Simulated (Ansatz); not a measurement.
# BrClF2Hf: a ladder of functionals and wavefunction methods

One table from this session's results is given with a row withheld; the runs are named, their logs left out.

Method: functionals in def2-TZVPP, the program's frozen cores in correlated methods; program: Ansatz 0.2.0, Gaussian basis.

Plan: LDA (SPW92), PBE-D4, revPBE-D4, BLYP-D4, r2SCAN-D4, B97M-V, PBE0-D4, B3LYP-D4, r2SCANh-D4, r2SCAN0-D4, HSE06-D4, BHLYP-D4, CAM-B3LYP-D4, LC-ωPBE, ωB97X-V, ωB97M-V, B2PLYP, PBE-QIDH; CCSD(T)/def2-SVP; CCSD(T)/def2-TZVPP; MP2/def2-QZVPP; extrapolation to the limit; RPA on PBE.

## The geometry

An earlier PBE0-D4 in a triple-zeta def2 set relaxation fixed the geometry. Hf takes the def2 core potential; no spin-orbit term is included.

5 atoms, charge 0, spin multiplicity 1.

Atoms are counted from 1 here; the program's logs count them from 0.

Bond lengths: F1–Hf2 1.884 Å, Hf2–F3 1.884 Å, Hf2–Cl4 2.329 Å, Hf2–Br5 2.488 Å. Angles: F1–Hf2–F3 108.1°, F1–Hf2–Cl4 109.3°, F1–Hf2–Br5 109.6°, F3–Hf2–Cl4 109.3°, F3–Hf2–Br5 109.6°, Cl4–Hf2–Br5 110.8°.

The first run:

Input file in.yaml:

```yaml
crystal:
  periodic: [false, false, false]
  atoms:
    - {symbol: F, position_ang: [0.285707, -0.638869, 1.815928]}
    - {symbol: Hf, position_ang: [0.069729, -0.097353, 0.023953]}
    - {symbol: F, position_ang: [1.417580, -0.921157, -1.003529]}
    - {symbol: Cl, position_ang: [-2.016664, -0.791511, -0.744062]}
    - {symbol: Br, position_ang: [0.293448, 2.375187, -0.133691]}
basis:
  gaussian: {orbitals: def2-TZVPP}
hamiltonian: {xc: lda}
output: {orbitals: {seedname: orbitals}}
```

The run is started by

```
> ansatz run in.yaml --threads 4 --pin off --events-out ev --progress --plain --max-ram 10444MiB
```

Steps of the session up to this table: LDA; PBE-D4 (GGA); revPBE-D4 (GGA); BLYP-D4 (GGA); r2SCAN-D4 (meta-GGA); B97M-V (meta-GGA); PBE0-D4 (hybrid); B3LYP-D4 (hybrid); r2SCANh-D4 (hybrid); r2SCAN0-D4 (hybrid); HSE06-D4 (hybrid); BHLYP-D4 (hybrid); CAM-B3LYP-D4 (range-separated); LC-ωPBE (range-separated); ωB97X-V (range-separated); ωB97M-V (range-separated); B2PLYP (double hybrid); PBE-QIDH (double hybrid).

One table of the session follows, with a row left open; its other results are not shown here.

It belongs to the step «Frontier levels by functional». 

```
  functional  HOMO (eV)  LUMO (eV)  gap (eV)
 LDA (SPW92)      -8.13      -2.82      5.31
      PBE-D4      -7.94      -2.54      5.40
   revPBE-D4      -7.87      -2.43      5.44
     BLYP-D4      -7.76      -2.41      5.35
   r2SCAN-D4      -8.31      -2.36      5.94
      B97M-V      -8.34      -2.28      6.06
     PBE0-D4      -9.25      -1.74      7.51
    B3LYP-D4      -8.97      -1.95      7.03
  r2SCANh-D4          ?          ?         ?
  r2SCAN0-D4      -9.50      -1.63      7.87
    HSE06-D4      -8.86      -2.12      6.74
    BHLYP-D4     -10.39      -0.78      9.61
CAM-B3LYP-D4     -10.56      -0.64      9.91
     LC-ωPBE     -11.95       0.53     12.48
     ωB97X-V     -11.58       0.45     12.03
     ωB97M-V     -11.43       0.36     11.79
```

Estimate the missing values for r2SCANh-D4.

Worked estimate for «HOMO (eV)». Against the share of exact exchange, r2SCAN-D4 (0, -8.31), r2SCAN0-D4 (0.25, -9.50) give a slope of -4.76 per unit share; at 0.1 the line stands at -8.79.

As computed: HOMO (eV): -8.78; LUMO (eV): -2.07; gap (eV): 6.71. In «HOMO (eV)» the line misses by -0.01.
